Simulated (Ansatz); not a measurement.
# GaBN (doublet): wave-function methods side by side at distance N2–Ga3 = 2.971 Å, cc-pVDZ

Aim: climb from Hartree-Fock through coupled cluster and multireference methods for GaBN (doublet) at one geometry and basis, and see what each rung misses.

Program: Ansatz 0.2.0, Gaussian basis. Level of theory: cc-pVDZ, core rule «outside noble gas», up to 16 orbitals frozen. These are calculated values, not measurements.

To be run: UHF; CCSD(T) on ROHF; CCSD(T) on UHF; BCCD(T) on ROHF; CISD; CCSDT(Q) on ROHF; CCSDT(Q) on UHF; CASSCF and MRCISD+Q, 3 electrons in 3 orbitals; CASSCF and NEVPT2, 3 electrons in 3 orbitals; CASSCF and NEVPT2, 9 electrons in 11 orbitals.

30 further runs of the same task are left out: 1 for a known fault of the program, 1 for a mislabelled method, 25 that didn't finish, 3 set aside as unsound or not needed.

### Step 1. The system

The geometry derives from a PBE0/def2-TZVP stationary point (not a proven minimum). One bond is set to the value named and the two fragments are kept rigid. No spin-orbit coupling is included. The filled d shell of Ga may be among the frozen orbitals whatever the setting's name suggests; the logs give the count.

3 atoms, charge 0, spin multiplicity 2.

Atoms are counted from 1 here; the program's logs count them from 0.

Bond lengths: B1–N2 1.262 Å.

### Step 2. UHF

The input, in.yaml:

```yaml
crystal:
  periodic: [false, false, false]
  atoms:
    - {symbol: B, position_ang: [0.000000, 0.000000, -1.831667]}
    - {symbol: N, position_ang: [0.000000, 0.000000, -0.569667]}
    - {symbol: Ga, position_ang: [0.000000, 0.000000, 2.401333]}
basis:
  gaussian: {orbitals: cc-pVDZ}
magnetization: {spin_polarized: true, initial_magnetization: 1}
hamiltonian: {xc: hf}
output: {orbitals: {seedname: orbitals}}
```

Run with:

```bash
$ ansatz run in.yaml --threads 1 --pin off --events-out ev --progress --plain --max-ram 2393MiB
```

Further steps of the session: CCSD(T) on ROHF; CCSD(T) on UHF; BCCD(T) on ROHF; CISD; CCSDT(Q) on ROHF; CCSDT(Q) on UHF; CASSCF and MRCISD+Q, 3 electrons in 3 orbitals; CASSCF and NEVPT2, 3 electrons in 3 orbitals; CASSCF and NEVPT2, 9 electrons in 11 orbitals.

Q: Predict the results of all the runs planned. Wanted: RCCSDT(Q) below the RHF energy; RMP2 from RCCSDT(Q); UMP2 from RCCSDT(Q); RCCSD from RCCSDT(Q); RCCSD(T) from RCCSDT(Q); UCCSD(T) from RCCSDT(Q); UCCSDT(Q) from RCCSDT(Q); NEVPT2 pair from RCCSDT(Q); MRCISD+Q pair from RCCSDT(Q).

As calculated:

| quantity | value |
| --- | --- |
| RCCSDT(Q) below the RHF energy | -8.3398 eV |
| RMP2 from RCCSDT(Q) | +87.2 kJ/mol |
| UMP2 from RCCSDT(Q) | +118.6 kJ/mol |
| RCCSD from RCCSDT(Q) | +44.9 kJ/mol |
| RCCSD(T) from RCCSDT(Q) | +6.5 kJ/mol |
| UCCSD(T) from RCCSDT(Q) | +8.7 kJ/mol |
| UCCSDT(Q) from RCCSDT(Q) | -1.3 kJ/mol |
| NEVPT2 pair from RCCSDT(Q) | +86.6 kJ/mol |
| MRCISD+Q pair from RCCSDT(Q) | +26.6 kJ/mol |
| NEVPT2 valence from RCCSDT(Q) | +97.5 kJ/mol |
| levels within 1 kcal/mol (43 meV) | RCCSDT, UCCSDT, UCCSDT(Q) |
| T1 diagnostic | 0.037 |
| effectively unpaired electrons | 1.11 |

RCCSD(T) lands +6.5 kJ/mol from the yardstick (0.8 % of the correlation energy). CCSD(T) misses by +6.5 kJ/mol on the restricted determinant and by +8.7 kJ/mol on the unrestricted one; the two need not hold the same state or core. One determinant dominates. Of the multireference levels listed MRCISD+Q pair comes nearest in total energy (+26.6 kJ/mol), which doesn't show that its space is the better one. These misses are within one basis, not against nature; the frozen cores of restricted and unrestricted runs differ, which can shift their rows.
